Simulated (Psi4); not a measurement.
**wB97X-V/def2-SVP run of Si2H4ClF (SMILES F[SiH]([SiH3])Cl)**

Aim: the energy change on altering one bond length of Si2H4ClF at wB97X-V/def2-SVP, from 2 runs. 

The calculation is run with Psi4 1.11.

1 further run of the same task is left out (set aside as unsound or not needed). Runs told in other sessions of the task aren't counted.

### Step 1. The molecule

Si2H4ClF has 8 atoms, charge 0, and is taken as a singlet. SMILES: `F[SiH]([SiH3])Cl`. Geometry: relaxed at PBE0-D4/def2-TZVP.

Bond lengths: F1–Si2 1.597 Å, Si2–Si3 2.339 Å, Si2–Cl4 2.049 Å, Si2–H5 1.481 Å, Si3–H6 1.487 Å, Si3–H7 1.486 Å, Si3–H8 1.485 Å. Some angles: F1–Si2–Si3 109.8°, F1–Si2–Cl4 107.9°, Si3–Si2–Cl4 109.0°, F1–Si2–H5 107.2°, Si3–Si2–H5 115.4°, Cl4–Si2–H5 107.3°, Si2–Si3–H6 110.0°, Si2–Si3–H7 108.3°, Si2–Si3–H8 109.2°, H6–Si3–H7 109.5°.

### Step 2. The energy at wB97X-V/def2-SVP

File calc.dat:

```
memory 2200 MB

molecule mol {
  0 1
  F
  Si 1 1.597009
  Si 2 2.338917 1 109.84143
  Cl 2 2.048743 1 107.90538 3 118.69745
  H 2 1.481364 1 107.16542 4 115.25127
  H 3 1.48651 2 110.04862 5 60.51712
  H 3 1.485918 6 109.49091 2 118.94799
  H 3 1.484997 7 109.86345 6 -120.78484
  symmetry c1
  no_reorient
  no_com
}

set {
  basis def2-SVP
  puream true
  e_convergence 1e-09
  d_convergence 1e-08
  scf_type pk
  dft_radial_points 99
  dft_spherical_points 590
}

e, wfn = energy('wb97x-v', return_wfn=True)
```

Command:

```sh
psi4 -n 1 calc.dat calc.out
```

calc.out:

```text
[...]
  Running in c1 symmetry.
[...]
  Nuclear repulsion =  276.205007975805472
[...]
  Multiplicity = 1
[...]
  Nalpha       = 29
  Nbeta        = 29
[...]
    Number of basis functions: 88
[...]
   @RKS iter   1: -1140.87219659883885   -5.38570e-01   4.05446e-03 ADIIS/DIIS
[...]
   @RKS iter  11: -1140.92748141222569   -2.50111e-12   3.40098e-09 DIIS
[...]
    Orbital Energies [Eh]
    ---------------------
    Doubly Occupied:
       1A   -101.494393     2A    -66.206185     3A    -66.136174
       4A    -24.764892     5A     -9.560614     6A     -7.319978
       7A     -7.313881     8A     -7.313420     9A     -5.463234
      10A     -5.403259    11A     -3.819232    12A     -3.816990
      13A     -3.813830    14A     -3.756313    15A     -3.756090
      16A     -3.756018    17A     -1.303575    18A     -0.963259
      19A     -0.707327    20A     -0.653210    21A     -0.577734
      22A     -0.570676    23A     -0.558406    24A     -0.488070
      25A     -0.472001    26A     -0.465232    27A     -0.455112
      28A     -0.439813    29A     -0.390647
[...]
  @RKS Final Energy: -1140.92748141222569
   => Energetics <=
    Nuclear Repulsion Energy =            276.2050079758054721
    One-Electron Energy =               -2129.3104522518474369
    Two-Electron Energy =                 773.0338008209670306
    DFT Exchange-Correlation Energy =     -61.0949056076146633
    Empirical Dispersion Energy =           0.0000000000000000
    VV10 Nonlocal Energy =                  0.2390676504640383
    Total Energy =                      -1140.9274814122256885
[...]
 Multipole Moments:
 ------------------------------------------------------------------------------------
     Multipole            Electronic (a.u.)      Nuclear  (a.u.)        Total (a.u.)
 ------------------------------------------------------------------------------------
 L = 1.  Multiply by 2.5417464519 to convert [e a0] to [Debye]
 Dipole X            :          3.2430018           -3.6284265           -0.3854247
 Dipole Y            :          6.6200185           -6.9835394           -0.3635209
 Dipole Z            :         -3.4273826            3.7860362            0.3586536
 Magnitude           :                                                    0.6397907
[...]
```

Run time: 80 s. Hardware: 1 thread of Intel Xeon 6975P-C (Granite Rapids), shared host; peak memory 1.2 GiB.

### Step 3. The distorted shape, same level

File clfh4si2.json:

```json
{
 "schema_name": "qcschema_input",
 "schema_version": 1,
 "molecule": {
  "schema_name": "qcschema_molecule",
  "schema_version": 2,
  "symbols": ["F", "Si", "Si", "Cl", "H", "H", "H", "H"],
  "geometry": [-2.78913371, 3.1565834, 0.51004653, -1.00126383, 1.29709289, -1.05634746, 0.74087469, -1.73742932, 1.64407118, -3.17671654, -0.48472987, -3.71745978, 1.12741061, 3.12825263, -2.63106568, 2.28421401, -0.48661959, 3.63017333, 2.37454292, -3.43969461, 0.12151884, -1.32950926, -3.21349439, 2.8313861],
  "molecular_charge": 0,
  "molecular_multiplicity": 1,
  "fix_symmetry": "c1",
  "fix_com": true,
  "fix_orientation": true
 },
 "driver": "energy",
 "model": {
  "method": "wb97x-v",
  "basis": "def2-SVP"
 },
 "keywords": {
  "puream": true,
  "e_convergence": 1e-09,
  "d_convergence": 1e-08,
  "scf_type": "pk",
  "dft_radial_points": 99,
  "dft_spherical_points": 590
 }
}
```

Command:

```sh
psi4 --qcschema clfh4si2.json -n 1 --memory 2200MB
```

stdout:

```text
[...]
  Running in c1 symmetry.
[...]
  Nuclear repulsion =  275.122490039934860
[...]
  Multiplicity = 1
[...]
  Nalpha       = 29
  Nbeta        = 29
[...]
    Number of basis functions: 88
[...]
   @RKS iter   1: -1140.85845413976153   -5.92487e-01   4.08581e-03 DIIS/ADIIS
[...]
   @RKS iter  11: -1140.91536909416845   -4.32010e-12   4.14769e-09 DIIS
[...]
    Orbital Energies [Eh]
    ---------------------
    Doubly Occupied:
       1A   -101.497644     2A    -66.220120     3A    -66.139954
       4A    -24.768943     5A     -9.563794     6A     -7.323225
       7A     -7.317001     8A     -7.316601     9A     -5.473692
      10A     -5.406871    11A     -3.829710    12A     -3.827536
      13A     -3.824688    14A     -3.760056    15A     -3.759640
      16A     -3.759583    17A     -1.307164    18A     -0.965903
      19A     -0.707172    20A     -0.652383    21A     -0.573920
      22A     -0.572734    23A     -0.558465    24A     -0.482883
      25A     -0.474195    26A     -0.462128    27A     -0.457439
      28A     -0.440174    29A     -0.387830
[...]
  @RKS Final Energy: -1140.91536909416845
   => Energetics <=
    Nuclear Repulsion Energy =            275.1224900399348599
    One-Electron Energy =               -2126.9612629180537624
    Two-Electron Energy =                 771.7412104909021764
    DFT Exchange-Correlation Energy =     -61.0568348278055666
    Empirical Dispersion Energy =           0.0000000000000000
    VV10 Nonlocal Energy =                  0.2390281208539341
    Total Energy =                      -1140.9153690941684545
[...]
 Multipole Moments:
 ------------------------------------------------------------------------------------
     Multipole            Electronic (a.u.)      Nuclear  (a.u.)        Total (a.u.)
 ------------------------------------------------------------------------------------
 L = 1.  Multiply by 2.5417464519 to convert [e a0] to [Debye]
 Dipole X            :         78.8054408          -78.2951743            0.5102665
 Dipole Y            :        -10.2731229            9.9925768           -0.2805460
 Dipole Z            :         46.6868833          -46.4262528            0.2606305
 Magnitude           :                                                    0.6379705
[...]
```

The result, in JSON:

```text
{
 "driver": "energy",
 "model": {
  "method": "wb97x-v",
  "basis": "def2-SVP"
 },
 "success": true,
 "return_result": -1140.9153690941685,
 "properties": {
  "calcinfo_nbasis": 88,
  "calcinfo_nmo": 88,
  "calcinfo_nalpha": 29,
  "calcinfo_nbeta": 29,
  "calcinfo_natom": 8,
  "nuclear_repulsion_energy": 275.12249003993486,
  "return_energy": -1140.9153690941685,
  "scf_one_electron_energy": -2126.9612629180538,
  "scf_two_electron_energy": 771.7412104909022,
  "scf_vv10_energy": 0.23902812085393413,
  "scf_xc_energy": -61.05683482780557,
  "scf_dipole_moment": [0.5102665477548953, -0.28054604690257534, 0.26063052595489467],
  "scf_total_energy": -1140.9153690941685,
  "scf_iterations": 11
 }
}
```

Wall time 80 s (1 thread of Intel Xeon 6975P-C (Granite Rapids), shared host); peak memory 1.2 GiB.

### Step 4. What came out

Level: wB97X-V/def2-SVP.

```
                                                          quantity           value
                                         first shape: total energy  -1140.92748 Eh
                                        first shape: dipole moment          1.63 D
                                          first shape: HOMO energy       -10.63 eV
                                          first shape: LUMO energy         1.85 eV
                                        first shape: HOMO–LUMO gap        12.48 eV
                                     distorted shape: total energy  -1140.91537 Eh
                                    distorted shape: dipole moment          1.62 D
                                      distorted shape: HOMO energy       -10.55 eV
                                      distorted shape: LUMO energy         1.75 eV
                                    distorted shape: HOMO–LUMO gap        12.30 eV
energy change with the Si2–H5 bond stretched from 1.481 to 1.704 Å        0.330 eV
```

With the Si2–H5 bond stretched from 1.481 to 1.704 Å the energy rises by 0.33 eV (31.8 kJ/mol). The first shape isn't relaxed at this level, so the change isn't measured from a minimum.
